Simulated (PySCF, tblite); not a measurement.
# C6H9FO2S: geometry, infrared bands and NMR shifts

What infrared bands and NMR shifts should C6H9FO2S (`CS[C@@H]1C[C@@](F)(C(C)=O)O1`) show?

Computed with tblite 0.8.0 and PySCF 2.14.0, with density-fitted response routines of our own, on a single molecule in the gas phase. Atoms count from 0, in the outputs and in this text.

### 1 The molecule as given

19 atoms, charge 0, multiplicity 1; geometry from: force field or distance geometry start.

Bonds of the start (Å): C0–S1 1.82, S1–C2 1.81, C2–C3 1.54, C3–C4 1.55, C4–F5 1.35, C4–C6 1.58, C6–C7 1.51, C6–O8 1.24, C4–O9 1.46, O9–C2 1.46, C0–H10 1.09, C0–H11 1.10, C0–H12 1.08, C2–H13 1.10, C3–H14 1.10, C3–H15 1.07, C7–H16 1.09, C7–H17 1.10, C7–H18 1.09.

### 2 Geometry optimisation with GFN2-xTB

What the job is given:

```
{"job": {"kind": "relax", "xc": "GFN2-xTB", "basis": "xTB"}, "charge": 0, "multiplicity": 1}
C      3.411200    -1.035200     0.430100
S      2.704400     0.616200     0.706100
C      1.155700     0.327600    -0.178700
C      0.130800     1.452200     0.068900
C     -0.833300     0.284800     0.393300
F     -1.483800     0.381600     1.569100
C     -1.867100    -0.088000    -0.747400
C     -3.251300    -0.454700    -0.281700
O     -1.600100    -0.095400    -1.953900
O      0.288400    -0.644000     0.470500
H      3.476700    -1.236100    -0.642400
H      2.776500    -1.802200     0.901500
H      4.398300    -1.081500     0.877900
H      1.286400     0.082000    -1.243900
H      0.307000     2.110200     0.936500
H     -0.120300     2.055200    -0.783300
H     -3.200600    -1.305300     0.402800
H     -3.870100    -0.748200    -1.147300
H     -3.718700     0.402200     0.214400
```

Launch:

```sh
> OMP_NUM_THREADS=1 python probes_run.py task.json out
```

The driver reads the jobs from task.json and runs them one after another.

**Question.** This job is followed by: GFN2-xTB harmonic vibrations, gas phase; GIAO PBE0/pcSseg-1 NMR shielding, non-relativistic, gas phase. What will the session give for the following? strongest single infrared mode (GFN2-xTB); zero-point energy (GFN2-xTB); 13C shifts against TMS (PBE0/pcSseg-1); 1H shifts against TMS (PBE0/pcSseg-1, means over atoms taken as alike); 33S shifts against CS2 (PBE0/pcSseg-1); 19F shifts against CFCl3 (PBE0/pcSseg-1); 17O shifts against H2O (PBE0/pcSseg-1); surface potential, 1st and 99th percentile.

The runs gave:

| quantity | value |
| --- | --- |
| strongest single infrared mode (GFN2-xTB) | 1791 cm⁻¹, 277 km/mol |
| zero-point energy (GFN2-xTB) | 88.1 kcal/mol |
| 13C shifts against TMS (PBE0/pcSseg-1) | 206.2, 117.1, 87.0, 34.3, 24.5, 18.3 ppm |
| 1H shifts against TMS (PBE0/pcSseg-1, means over atoms taken as alike) | 5.37, 3.92, 2.41, 2.30, 2.29 ppm |
| 33S shifts against CS2 (PBE0/pcSseg-1) | 37 ppm |
| 19F shifts against CFCl3 (PBE0/pcSseg-1) | -121.5 ppm |
| 17O shifts against H2O (PBE0/pcSseg-1) | 650.4, 149.2 ppm |
| surface potential, 1st and 99th percentile | -1.32 V and 1.06 V |

**Reading.** The optimisation took 135 steps and gained 0.334 eV; among the close pairs (by a distance rule), C4–O9 changed most, from 1.458 to 1.410 Å. All 51 modes are real, so the xTB geometry is a minimum. The strongest single mode, at 1791 cm⁻¹, moves mainly C6 and O8. GFN2-xTB is a fitted tight-binding method: band positions and strengths are rough. Its intensities can rank the bands wrongly. C6 (ketone carbonyl carbon) lies farthest downfield among carbon, at 206.2 ppm; the double bond to the heteroatom, with no lone-pair donor beside it, deshields it most. H13 (hydrogen on an sp3 CH bonded to O and S) lies farthest downfield among hydrogen, at 5.37 ppm; its carbon carries O, hence the downfield position. At PBE0/pcSseg-1: The largest span, 1223 ppm, is at O8, where the paramagnetic term is -714 ppm. At PBE0/pcSseg-1, counted by nearest atom on the grid, the HOMO lies on S1 77 %, the LUMO on C6 44 %; O8 31 %.
